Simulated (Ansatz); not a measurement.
# GeN (doublet): from Hartree-Fock to the top rungs, cc-pVTZ

One table from this session's results is given with a row withheld; the runs are named, their logs left out.

Computed with Ansatz 0.2.0, Gaussian basis. Level: cc-pVTZ, core rule «outside noble gas», up to 15 orbitals frozen.

The runs, in order: UHF; CCSD(T) on ROHF; CCSD(T) on UHF; BCCD(T) on ROHF; CISD; CCSDT(Q) on ROHF; CCSDT(Q) on UHF; CASSCF and MRCISD+Q, 9 electrons in 8 orbitals; CASSCF and NEVPT2, 9 electrons in 8 orbitals.

17 further runs of the same task are left out: 10 that didn't finish, 7 set aside as unsound or not needed.

## The geometry

The geometry is a PBE0/def2-TZVP stationary point (not a proven minimum). No spin-orbit coupling is included. The filled d shell of Ge may be among the frozen orbitals whatever the setting's name suggests; the logs give the count.

2 atoms, charge 0, spin multiplicity 2.

Atoms are counted from 1 here; the program's logs count them from 0.

Bond lengths: Ge1–N2 1.739 Å.

The first run:

in.yaml reads:

```yaml
crystal:
  periodic: [false, false, false]
  atoms:
    - {symbol: Ge, position_ang: [0.000000, 0.000000, 0.000000]}
    - {symbol: N, position_ang: [0.000000, 0.000000, 1.738805]}
basis:
  gaussian: {orbitals: cc-pVTZ}
magnetization: {spin_polarized: true, initial_magnetization: 1}
hamiltonian: {xc: hf}
output: {orbitals: {seedname: orbitals}}
```

Run with:

```
$ ansatz run in.yaml --threads 1 --pin off --events-out ev --progress --plain --max-ram 2393MiB
```

Among the steps run: UHF; CCSD(T) on ROHF; CCSD(T) on UHF; BCCD(T) on ROHF; CISD; CCSDT(Q) on ROHF; CCSDT(Q) on UHF; CASSCF and MRCISD+Q, 9 electrons in 8 orbitals; CASSCF and NEVPT2, 9 electrons in 8 orbitals.

One of the session's tables, all rows but one given; the rest of the session is left out.

| method | from RCCSDT(Q) (meV) |
| --- | --- |
| RMP2 | +928.1 |
| UMP2 | +2032.8 |
| RCCSD | +695.9 |
| UCCSD | +686.1 |
| RCCSD(T) | +92.5 |
| UCCSD(T) | +213.7 |
| BCCD(T) | +104.3 |
| RCCSDT | +75.2 |
| UCCSDT | ? |
| RCCSDT(Q) | 0 |
| UCCSDT(Q) | -6.3 |
| CASSCF valence | +5112.2 |
| NEVPT2 valence | +958.6 |
| MRCISD valence | +381.6 |
| MRCISD+Q valence | +59.1 |

Q: Estimate the row for UCCSDT from the others.

As computed: from RCCSDT(Q) (meV): +90.9. In the column «from RCCSDT(Q) (meV)» it lies between RCCSDT (+75.2) and RCCSD(T) (+92.5).

Not comparable, so not listed: CISD (they don't share determinant, frozen orbitals or solution with the rows shown, or repeat one).

Limits of these values: The determinant is far from a pure spin state, so its energy mixes those of several spin states (harmless only where they are near-degenerate, as at dissociation). Left out of the table: ROHF, UHF (another determinant or state than the rows shown). The program flags UCCSD(T) as in doubt, so those rows may rest on another solution; read them beside their warnings. Warnings: spin contamination; coupled cluster took another determinant than the lowest; large T1 diagnostic. Restricted and unrestricted rows rest on different reference determinants; where their highest levels disagree by more than a few hundredths of an eV, they describe different states and don't form one ladder.
